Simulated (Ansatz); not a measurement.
NaTiO3, space group Pm-3m: an equation of state with a fit, run with Ansatz's Python interface.

`eos.py`
```python
"""Energy against volume for NaTiO3, with a fit."""

import ansatz
from ase.eos import EquationOfState
from ase.units import GPa
import numpy as np

VECTORS = np.array([
    [3.902333, 0.0, 0.0],
    [0.0, 3.902333, 0.0],
    [0.0, 0.0, 3.902333],
])
SITES = [
    ("Na", [0.0, 0.0, 0.0]),
    ("Ti", [0.5, 0.5, 0.5]),
    ("O", [0.5, 0.5, 0.0]),
    ("O", [0.5, 0.0, 0.5]),
    ("O", [0.0, 0.5, 0.5]),
]


def build(cell):
    crystal = ansatz.Crystal(lattice=ansatz.Lattice.of(cell))
    for symbol, position in SITES:
        crystal = crystal.atom(symbol, position)
    return crystal


def main() -> None:
    # uniform scaling of the cell
    volumes, energies = [], []
    for scale in np.linspace(0.88, 1.12, 7):
        cell = VECTORS * scale ** (1 / 3)
        setup = (
            build(cell).calculation()
            .functional("lda")
            .occupations(ansatz.OccupationsMethod.METHFESSEL_PAXTON)
            .mixing("anderson", beta=0.5)
            .scf(tolerance=1e-06)
            .basis(500)
            .kpoints(6, 6, 6)
        )
        rep = setup.run().report
        volumes.append(abs(np.linalg.det(cell)) / len(SITES))
        energies.append(rep["free_energy_ev"] / len(SITES))
        print(f"V = {volumes[-1]:8.4f} A^3/atom  F = {energies[-1]:.5f} eV/atom")

    eos = EquationOfState(volumes, energies, eos="birchmurnaghan")
    v0, e0, bulk = eos.fit()
    print(f"V0 = {v0:.4f} A^3/atom, E0 = {e0:.5f} eV/atom, B = {bulk / GPa:.1f} GPa")


if __name__ == "__main__":
    main()
```

Where does the minimum lie against the volume typed, and how stiff is the crystal?

A third-order Birch-Murnaghan fit through the 7 points has its minimum at 11.06 Å³ an atom, 6.9 % below the typed cell, with a bulk modulus of 176 GPa and dB/dP = 4.4. From that minimum the energy rises by 20.2 meV an atom on the compressed side and 179.9 meV on the expanded side. The window is off centre, so dB/dP is rough.

The output:

Running `python eos.py` prints:
```text
V =  10.4589 A^3/atom  F = -1117.29827 eV/atom
V =  10.9343 A^3/atom  F = -1117.31760 eV/atom
V =  11.4097 A^3/atom  F = -1117.31288 eV/atom
V =  11.8851 A^3/atom  F = -1117.28905 eV/atom
V =  12.3605 A^3/atom  F = -1117.25004 eV/atom
V =  12.8359 A^3/atom  F = -1117.19902 eV/atom
V =  13.3113 A^3/atom  F = -1117.13854 eV/atom
V0 = 11.0647 A^3/atom, E0 = -1117.31848 eV/atom, B = 176.5 GPa
```

What to keep in mind:
- The settings weren't tested for convergence.
- The cell holds an odd number of electrons and is run without spin, so a magnetic state may lie lower.
- For a metal this k-point mesh is coarse: on a finer one energies can move by several to tens of meV an atom and pressures by half a GPa or more, differences at one mesh by less.
- The structure comes from a database of computed cells and needn't be a stable or known phase.
- Finished in 13 s on 1 thread of Arm Neoverse V1, on a shared host, peak memory 0.4 GiB.

(Lines on the test bed's own set-up are left out of the output.)
